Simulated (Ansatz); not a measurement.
**C2H7NOSi: up Jacob's ladder to CCSD(T)**

The task here is to estimate one member of a computed series from the others.

The runs use Ansatz 0.2.0, Gaussian basis; functionals in def2-TZVPP, the program's frozen cores in correlated methods.

Levels to be run: LDA (SPW92), PBE-D4, revPBE-D4, BLYP-D4, r2SCAN-D4, B97M-V, PBE0-D4, B3LYP-D4, r2SCANh-D4, r2SCAN0-D4, HSE06-D4, BHLYP-D4, CAM-B3LYP-D4, LC-ωPBE, ωB97X-V, ωB97M-V, B2PLYP, PBE-QIDH; CCSD(T)/def2-SVP; CCSD(T)/def2-TZVPP; MP2/def2-QZVPP; extrapolation to the limit; RPA on PBE.

**The geometry**

All runs share one geometry, relaxed beforehand with PBE0-D4 in a triple-zeta def2 set.

SMILES `NCC1O[SiH2]1`, 12 atoms, charge 0, spin multiplicity 1.

Atoms are counted from 1 here; the program's logs count them from 0.

Bond lengths: N1–C2 1.452 Å, N1–H6 1.014 Å, N1–H7 1.013 Å, C2–C3 1.505 Å, C2–H8 1.095 Å, C2–H9 1.095 Å, C3–O4 1.481 Å, C3–Si5 1.811 Å, C3–H10 1.092 Å, O4–Si5 1.663 Å, Si5–H11 1.480 Å, Si5–H12 1.480 Å. Angles: C2–N1–H6 109.1°, C2–N1–H7 110.4°, H6–N1–H7 106.6°, N1–C2–C3 114.6°, N1–C2–H8 108.0°, N1–C2–H9 109.0°, C3–C2–H8 109.6°, C3–C2–H9 108.7°, H8–C2–H9 106.6°, C2–C3–O4 113.0°, C2–C3–Si5 125.1°, C2–C3–H10 114.0°, O4–C3–Si5 59.7°, O4–C3–H10 110.7°, Si5–C3–H10 119.1°, C3–O4–Si5 70.1°, C3–Si5–O4 50.2°, C3–Si5–H11 121.6° and more.

Set-up of the first run:

in.yaml

```yaml
crystal:
  periodic: [false, false, false]
  atoms:
    - {symbol: N, position_ang: [-1.362491, -0.745771, 1.380079]}
    - {symbol: C, position_ang: [-0.089339, -0.824654, 0.685455]}
    - {symbol: C, position_ang: [0.379118, 0.474069, 0.086390]}
    - {symbol: O, position_ang: [-0.509164, 0.967991, -0.990926]}
    - {symbol: Si, position_ang: [1.010434, 0.674788, -1.599584]}
    - {symbol: H, position_ang: [-2.059959, -0.362517, 0.751951]}
    - {symbol: H, position_ang: [-1.297147, -0.107436, 2.164578]}
    - {symbol: H, position_ang: [-0.179628, -1.580838, -0.100877]}
    - {symbol: H, position_ang: [0.674837, -1.186578, 1.380926]}
    - {symbol: H, position_ang: [0.566887, 1.259865, 0.821732]}
    - {symbol: H, position_ang: [1.148724, -0.477901, -2.516861]}
    - {symbol: H, position_ang: [1.794724, 1.853680, -2.028960]}
basis:
  gaussian: {orbitals: def2-TZVPP}
hamiltonian: {xc: lda}
output: {orbitals: {seedname: orbitals}}
```

On the command line:

```sh
ansatz run in.yaml --threads 4 --pin off --events-out ev --progress --plain --max-ram 10444MiB
```

Among the steps run: LDA; PBE-D4 (GGA); revPBE-D4 (GGA); BLYP-D4 (GGA); r2SCAN-D4 (meta-GGA); B97M-V (meta-GGA); PBE0-D4 (hybrid); B3LYP-D4 (hybrid); r2SCANh-D4 (hybrid); r2SCAN0-D4 (hybrid); HSE06-D4 (hybrid); BHLYP-D4 (hybrid); CAM-B3LYP-D4 (range-separated); LC-ωPBE (range-separated); ωB97X-V (range-separated); ωB97M-V (range-separated); B2PLYP (double hybrid); PBE-QIDH (double hybrid).

One of the session's tables, all rows but one given; the rest of the session is left out.

It belongs to the step «Orbital energies across the functionals». 

```
  functional  HOMO (eV)  gap (eV)
 LDA (SPW92)      -5.53      3.92
      PBE-D4      -5.39      4.00
   revPBE-D4      -5.33      4.04
     BLYP-D4      -5.27      3.98
   r2SCAN-D4      -5.65      4.56
      B97M-V      -5.81      4.58
     PBE0-D4      -6.76      6.21
    B3LYP-D4      -6.54      5.74
  r2SCANh-D4      -6.17      5.37
  r2SCAN0-D4      -6.95      6.57
    HSE06-D4      -6.36      5.43
    BHLYP-D4      -8.07      8.33
CAM-B3LYP-D4          ?         ?
     LC-ωPBE      -9.53     11.10
     ωB97X-V      -9.17     10.62
     ωB97M-V      -9.08     10.25
```

**Question.** Estimate the row for CAM-B3LYP-D4.

The run gave: HOMO (eV): -8.17; gap (eV): 8.58. In the column «HOMO (eV)» it lies between ωB97M-V (-9.08) and BHLYP-D4 (-8.07).
